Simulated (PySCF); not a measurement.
# NiI₃⁺: quintet, from a trigonal planar start

Computed with PySCF 2.14.0. Level: PBE0, basis Ni def2-SVP, I def2-SVP with ECP28, scalar-relativistic core potentials, no spin–orbit coupling, density fitting.

## Step 1: Where the work starts

4 atoms, charge 1, spin multiplicity 5.

Bond lengths: Ni1–I2 2.381 Å, Ni1–I3 2.381 Å, Ni1–I4 2.381 Å. Angles: I2–Ni1–I3 120.0°, I2–Ni1–I4 120.0°, I3–Ni1–I4 120.0°.

```xyz
4
charge 1 multiplicity 5
Ni    0.0000    0.0000    0.0000
I     2.3814    0.0000    0.0000
I    -1.1907    2.0624    0.0000
I    -1.1907   -2.0624    0.0000
```

## Step 2: First SCF at the start

One driver script runs all steps and calls PySCF; scf.py shows how it sets up the SCF of each step. The optimiser is the driver's own. After this first run the driver tries any further starts and a stability analysis.

File scf.py:

```python
from pyscf import gto, scf, dft
mol = gto.M(atom='''
Ni     0.000000     0.000000     0.000000
I      2.381400     0.000000     0.000000
I     -1.190700     2.062400     0.000000
I     -1.190700    -2.062400     0.000000''',
    basis={'Ni': 'def2-SVP', 'I': 'def2-SVP'},
    ecp={'I': 'def2-SVP'},
    charge=1, spin=4)
mf = dft.UKS(mol, xc='PBE0')
mf.grids.atom_grid = (50, 194)
aux = {'Ni': 'def2-universal-JKFIT', 'I': 'def2-universal-JKFIT'}
mf = mf.density_fit(auxbasis=aux)
mf.conv_tol = 1e-08
mf.diis_space = 10
mf.max_cycle = 60
mf.init_guess = 'huckel'
mf.verbose = 4
mf.kernel()
```

Started as:

```sh
OMP_NUM_THREADS=4 python axn.py task.json out
```

**Question.** How long does this step take on 4 threads of Arm Neoverse N1, shared host?

About 2.8 min, with a peak of 0.59 GiB.
